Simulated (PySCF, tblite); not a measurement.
**C₅H₆FNSi: geometry, infrared bands and NMR shifts**

Aim: predict the infrared bands and NMR shifts of C₅H₆FNSi (`C#C[Si@](N)(F)C#CC`).

Computed with tblite 0.8.0 and PySCF 2.14.0, with density-fitted response routines of our own, on a single molecule in the gas phase. Atoms count from 0, in the outputs and in this text.

### 1 The starting structure

14 atoms, charge 0, multiplicity 1; geometry from: force field or distance geometry start.

Bonds of the start (Å): C0–C1 1.20, C1–Si2 1.86, Si2–N3 1.70, Si2–F4 1.60, Si2–C5 1.85, C5–C6 1.21, C6–C7 1.47, C0–H8 1.07, N3–H9 1.00, N3–H10 1.02, C7–H11 1.09, C7–H12 1.09, C7–H13 1.10.

### 2 Relaxing the molecule with GFN2-xTB

The job: settings as JSON, then the geometry in Å.

```
{"job": {"kind": "relax", "xc": "GFN2-xTB", "basis": "xTB"}, "charge": 0, "multiplicity": 1}
C     -3.020700    -1.959700     0.262900
C     -2.362700    -0.995600    -0.024400
Si    -1.312300     0.483100    -0.436000
N     -1.584500     1.727300     0.693200
F     -1.769300     1.087500    -1.843700
C      0.509100     0.138900    -0.482500
C      1.696800    -0.074200    -0.503400
C      3.141000    -0.339300    -0.525300
H     -3.625000    -2.805600     0.510400
H     -1.098100     2.540100     0.365700
H     -1.121600     1.443900     1.559200
H      3.413400    -1.046700     0.264700
H      3.699300     0.580600    -0.376500
H      3.433900    -0.780900    -1.491400
```

Command:

```sh
$ OMP_NUM_THREADS=1 python probes_run.py task.json out
```

The driver reads the jobs from task.json and runs them one after another.

**Question.** This job is followed by: GFN2-xTB harmonic vibrations, gas phase; GIAO PBE0/pcSseg-1 NMR shielding, non-relativistic, gas phase. What will the session give for the following? strongest single infrared mode (GFN2-xTB); zero-point energy (GFN2-xTB); 13C shifts against TMS (PBE0/pcSseg-1); 1H shifts against TMS (PBE0/pcSseg-1, means over atoms taken as alike); 29Si shifts against TMS (PBE0/pcSseg-1); 15N shifts against NH3 (PBE0/pcSseg-1); 19F shifts against CFCl3 (PBE0/pcSseg-1).

The runs gave:

```
                                                              quantity                             value
                             strongest single infrared mode (GFN2-xTB)              848 cm⁻¹, 320 km/mol
                                          zero-point energy (GFN2-xTB)                     58.6 kcal/mol
                                13C shifts against TMS (PBE0/pcSseg-1)  108.9, 98.2, 88.8, 86.2, 5.6 ppm
1H shifts against TMS (PBE0/pcSseg-1, means over atoms taken as alike)              2.06, 1.75, 0.81 ppm
                               29Si shifts against TMS (PBE0/pcSseg-1)                         -59.4 ppm
                                15N shifts against NH3 (PBE0/pcSseg-1)                          28.5 ppm
                              19F shifts against CFCl3 (PBE0/pcSseg-1)                        -162.4 ppm
```

**Reading.** Over 84 steps the energy fell by 0.247 eV; of the close pairs, C6–C7 changed most, 1.468 to 1.445 Å. No mode is imaginary among the 36: a minimum at this level. The strongest single mode, at 848 cm⁻¹, has its largest shares on Si2, F4, H9 and H10 (the list is cut at 4 atoms). Unscaled tight-binding wavenumbers are off by several per cent, some by more. Its intensities can rank the bands wrongly.
